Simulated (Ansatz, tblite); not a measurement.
# C₃₅H₂₃N₇: a ladder of methods and basis sets

How do method and basis change the picture of C₃₅H₂₃N₇ (singlet)?

Computed with Ansatz 0.2.0, Gaussian basis. Level: as each input shows.

Levels to be run: GFN1-xTB, GFN2-xTB, PBE-D4/def2-SVP, r2SCAN-D4/def2-SVP.

1 further run of the same task is left out (set aside as unsound or not needed).

**1. The geometry**

The singlet was relaxed beforehand with PBE-D4/def2-SVP.

SMILES `c1ccc(-c2ccc(-c3ccc(-c4ccc(-c5ccc(-c6ccc(-c7cccnc7)nc6)nc5)nc4)nc3)nc2)nc1`, 65 atoms, charge 0, spin multiplicity 1.

Bond lengths: C1–C2 1.403 Å, C1–C42 1.406 Å, C1–H43 1.100 Å, C2–C3 1.399 Å, C2–H44 1.101 Å, C3–C4 1.415 Å, C3–H45 1.100 Å, C4–C5 1.484 Å, C4–N41 1.353 Å, C5–C6 1.411 Å, C5–C40 1.415 Å, C6–C7 1.393 Å, C6–H46 1.100 Å, C7–C8 1.415 Å, C7–H47 1.099 Å, C8–C9 1.480 Å, C8–N39 1.353 Å, C9–C10 1.411 Å and more. Angles: C2–C1–C42 117.8°, C2–C1–H43 121.6°, C42–C1–H43 120.6°, C1–C2–C3 119.0°, C1–C2–H44 120.8°, C3–C2–H44 120.2°, C2–C3–C4 119.2°, C2–C3–H45 119.9°, C4–C3–H45 121.0°, C3–C4–C5 122.4°, C3–C4–N41 121.4°, C5–C4–N41 116.1°, C4–C5–C6 120.2°, C4–C5–C40 123.6°, C6–C5–C40 116.2°, C5–C6–C7 119.9°, C5–C6–H46 118.1°, C7–C6–H46 122.1° and more.

PBE0-D4/def2-SVP was run before; its log isn't repeated, and its numbers join the tables.

**2. GFN1-xTB**

Tight binding, by tblite at 300 K electronic temperature and without a spin-polarisation term:

```python
tblite.interface.Calculator('GFN1-xTB', numbers, positions, charge=0, uhf=0).singlepoint()
```

Energy -2955.6444 eV, HOMO -11.19 eV, LUMO -8.99 eV; 0.23 s.

**3. GFN2-xTB**

Tight binding, by tblite at 300 K electronic temperature and without a spin-polarisation term:

```python
tblite.interface.Calculator('GFN2-xTB', numbers, positions, charge=0, uhf=0).singlepoint()
```

Energy -2913.9410 eV, HOMO -9.93 eV, LUMO -8.21 eV; 0.22 s.

**4. PBE-D4/def2-SVP**

start.molden holds the orbitals of an earlier run on this state, given as this run's starting guess.

Contents of in.yaml:

```yaml
crystal:
  periodic: [false, false, false]
  atoms:
    - {symbol: C, position_ang: [13.968775, 0.844916, 0.113880]}
    - {symbol: C, position_ang: [13.146811, 1.604987, 0.959362]}
    - {symbol: C, position_ang: [11.758081, 1.463390, 0.863547]}
    - {symbol: C, position_ang: [11.221128, 0.556182, -0.080595]}
    - {symbol: C, position_ang: [9.760742, 0.347190, -0.242125]}
    - {symbol: C, position_ang: [9.273117, -0.494622, -1.264337]}
    - {symbol: C, position_ang: [7.900364, -0.680718, -1.414329]}
    - {symbol: C, position_ang: [7.008995, -0.019587, -0.536383]}
    - {symbol: C, position_ang: [5.538480, -0.156464, -0.638185]}
    - {symbol: C, position_ang: [4.886885, -0.867776, -1.667511]}
    - {symbol: C, position_ang: [3.493772, -0.942516, -1.686042]}
    - {symbol: C, position_ang: [2.749255, -0.299246, -0.669651]}
    - {symbol: C, position_ang: [1.270272, -0.329815, -0.624886]}
    - {symbol: C, position_ang: [0.465120, -0.908602, -1.627943]}
    - {symbol: C, position_ang: [-0.924144, -0.892847, -1.500684]}
    - {symbol: C, position_ang: [-1.510351, -0.293987, -0.361467]}
    - {symbol: C, position_ang: [-2.974430, -0.236995, -0.149644]}
    - {symbol: C, position_ang: [-3.499717, 0.374994, 1.009399]}
    - {symbol: C, position_ang: [-4.877923, 0.423768, 1.204889]}
    - {symbol: C, position_ang: [-5.738280, -0.145256, 0.235765]}
    - {symbol: C, position_ang: [-7.212650, -0.138499, 0.369868]}
    - {symbol: C, position_ang: [-8.025417, -0.641466, -0.669105]}
    - {symbol: C, position_ang: [-9.412190, -0.628091, -0.535392]}
    - {symbol: C, position_ang: [-9.991597, -0.108904, 0.646449]}
    - {symbol: C, position_ang: [-11.458425, -0.052142, 0.866514]}
    - {symbol: C, position_ang: [-11.969631, 0.456447, 2.080438]}
    - {symbol: C, position_ang: [-13.352275, 0.503854, 2.274211]}
    - {symbol: C, position_ang: [-14.191771, 0.040239, 1.246590]}
    - {symbol: N, position_ang: [-13.731244, -0.446029, 0.082977]}
    - {symbol: C, position_ang: [-12.403935, -0.486419, -0.092058]}
    - {symbol: N, position_ang: [-9.216114, 0.365649, 1.647399]}
    - {symbol: C, position_ang: [-7.890587, 0.349134, 1.511818]}
    - {symbol: N, position_ang: [-5.239372, -0.727361, -0.878908]}
    - {symbol: C, position_ang: [-3.919856, -0.768649, -1.058274]}
    - {symbol: N, position_ang: [-0.742203, 0.264629, 0.602999]}
    - {symbol: C, position_ang: [0.582826, 0.247088, 0.473266]}
    - {symbol: N, position_ang: [3.370210, 0.380226, 0.323457]}
    - {symbol: C, position_ang: [4.699692, 0.446432, 0.334192]}
    - {symbol: N, position_ang: [7.473287, 0.776307, 0.454075]}
    - {symbol: C, position_ang: [8.787423, 0.946831, 0.590978]}
    - {symbol: N, position_ang: [12.020940, -0.169480, -0.895817]}
    - {symbol: C, position_ang: [13.345915, -0.025744, -0.797259]}
    - {symbol: H, position_ang: [15.065225, 0.923432, 0.153771]}
    - {symbol: H, position_ang: [13.582501, 2.306647, 1.687864]}
    - {symbol: H, position_ang: [11.100794, 2.058728, 1.513755]}
    - {symbol: H, position_ang: [10.004156, -0.987733, -1.921324]}
    - {symbol: H, position_ang: [7.526492, -1.341753, -2.208963]}
    - {symbol: H, position_ang: [5.460568, -1.363847, -2.464794]}
    - {symbol: H, position_ang: [2.992394, -1.502496, -2.488231]}
    - {symbol: H, position_ang: [0.915117, -1.369554, -2.519441]}
    - {symbol: H, position_ang: [-1.545505, -1.342946, -2.286918]}
    - {symbol: H, position_ang: [-2.791792, 0.802623, 1.733792]}
    - {symbol: H, position_ang: [-5.282543, 0.907106, 2.104857]}
    - {symbol: H, position_ang: [-7.531403, -1.036680, -1.568272]}
    - {symbol: H, position_ang: [-10.040511, -1.020387, -1.346828]}
    - {symbol: H, position_ang: [-11.253342, 0.801507, 2.840295]}
    - {symbol: H, position_ang: [-13.780959, 0.894454, 3.209676]}
    - {symbol: H, position_ang: [-15.289898, 0.063975, 1.369144]}
    - {symbol: H, position_ang: [-12.068525, -0.891371, -1.063156]}
    - {symbol: H, position_ang: [-7.323533, 0.744775, 2.372901]}
    - {symbol: H, position_ang: [-3.586790, -1.259008, -1.990133]}
    - {symbol: H, position_ang: [1.181956, 0.711209, 1.274078]}
    - {symbol: H, position_ang: [5.176908, 1.008429, 1.154440]}
    - {symbol: H, position_ang: [9.091611, 1.601868, 1.426505]}
    - {symbol: H, position_ang: [13.957094, -0.640017, -1.484517]}
basis:
  gaussian: {orbitals: def2-SVP, fitting: {mean_field: def2-universal-jkfit}, initial_orbitals: start.molden}
hamiltonian: {xc: pbe, dispersion: d4}
scf: {omitted_lower_state_checks: [starts]}
output: {orbitals: {seedname: orbitals}}
```

On the command line:

```
ansatz run in.yaml --threads 2 --pin off --events-out ev --progress --plain --max-ram 32768MiB --backend cuda --devices 0, --max-vram 18GiB
```

After this run come: r2SCAN-D4/def2-SVP.

Q: Predict the results of all the runs planned. Wanted: gap in def2-SVP, named functionals, smallest and largest; binding an atom, functionals in def2-SVP.

The runs gave:

| quantity | value |
| --- | --- |
| gap in def2-SVP, named functionals, smallest and largest | 2.24 eV (PBE-D4), 3.66 eV (PBE0-D4) |
| binding an atom, functionals in def2-SVP | 5.45 (r2SCAN-D4) to 5.69 eV (PBE-D4) |

Orbital gaps of the named functionals in def2-SVP span 2.24 eV (PBE-D4) to 3.66 eV (PBE0-D4); exact exchange widens it.
